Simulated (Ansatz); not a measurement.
# C2H8BFSi: the cost of one run

All numbers below are computed with Ansatz 0.2.0 (RKS r2SCANh-D4/STO-3G).

### Step 1. The structure to begin with

Bond lengths: F1–C2 1.386 Å, C2–C3 1.518 Å, C3–B4 1.669 Å, B4–Si5 1.960 Å, C2–H6 1.120 Å, C2–H7 1.097 Å, C3–H8 1.139 Å, C3–H9 1.043 Å, B4–H10 1.116 Å, Si5–H11 1.444 Å, Si5–H12 1.482 Å, Si5–H13 1.520 Å. Angles (14 of 21 angles, heavy atoms first): F1–C2–C3 107.6°, C2–C3–B4 112.1°, C3–B4–Si5 116.2°, F1–C2–H6 108.3°, F1–C2–H7 112.8°, C3–C2–H6 111.6°, C3–C2–H7 109.3°, C2–C3–H8 109.4°, C2–C3–H9 110.7°, B4–C3–H8 102.6°, B4–C3–H9 111.3°, C3–B4–H10 120.6°, Si5–B4–H10 123.1°, B4–Si5–H11 110.8°.

Coordinates:

```xyz
13

F    -1.6966   -1.5739    1.8418
C    -0.8951   -0.5631    1.3343
C    -0.0524   -1.1608    0.2227
B     1.0972   -0.0895   -0.3411
Si    0.4227    1.4549   -1.3421
H    -0.2593   -0.1675    2.1666
H    -1.4742    0.2792    0.9369
H     0.5834   -2.0075    0.6437
H    -0.6569   -1.5089   -0.5521
H     2.1845   -0.2960   -0.2003
H    -0.3814    1.0287   -2.4636
H     1.6066    2.2387   -1.7658
H    -0.4580    2.3311   -0.4663
```

### Step 2. Relaxing the start

Input file input.yaml:

```yaml
crystal:
  periodic: [false, false, false]
  atoms:
    - { symbol: F, position_ang: [-1.6966, -1.5739, 1.8418] }
    - { symbol: C, position_ang: [-0.8951, -0.5631, 1.3343] }
    - { symbol: C, position_ang: [-0.0524, -1.1608, 0.2227] }
    - { symbol: B, position_ang: [1.0972, -0.0895, -0.3411] }
    - { symbol: Si, position_ang: [0.4227, 1.4549, -1.3421] }
    - { symbol: H, position_ang: [-0.2593, -0.1675, 2.1666] }
    - { symbol: H, position_ang: [-1.4742, 0.2792, 0.9369] }
    - { symbol: H, position_ang: [0.5834, -2.0075, 0.6437] }
    - { symbol: H, position_ang: [-0.6569, -1.5089, -0.5521] }
    - { symbol: H, position_ang: [2.1845, -0.296, -0.2003] }
    - { symbol: H, position_ang: [-0.3814, 1.0287, -2.4636] }
    - { symbol: H, position_ang: [1.6066, 2.2387, -1.7658] }
    - { symbol: H, position_ang: [-0.458, 2.3311, -0.4663] }
basis:
  gaussian: { orbitals: STO-3G }
hamiltonian:
  xc: r2scanh
  dispersion: d4
relax:
  f_tol: 0.02
  max_steps: 40
scf:
  lower_state_search: "off"
```

Started as:

```bash
$ ansatz run input.yaml --threads 1 --pin off --max-ram 2048MiB --backend cpu --events-out ev --progress --plain --runs-dir out
```

Q: Estimate wall time and peak memory on 1 thread of Arm Neoverse V2, shared host.

About 1.8 min, with a peak of 0.14 GiB.
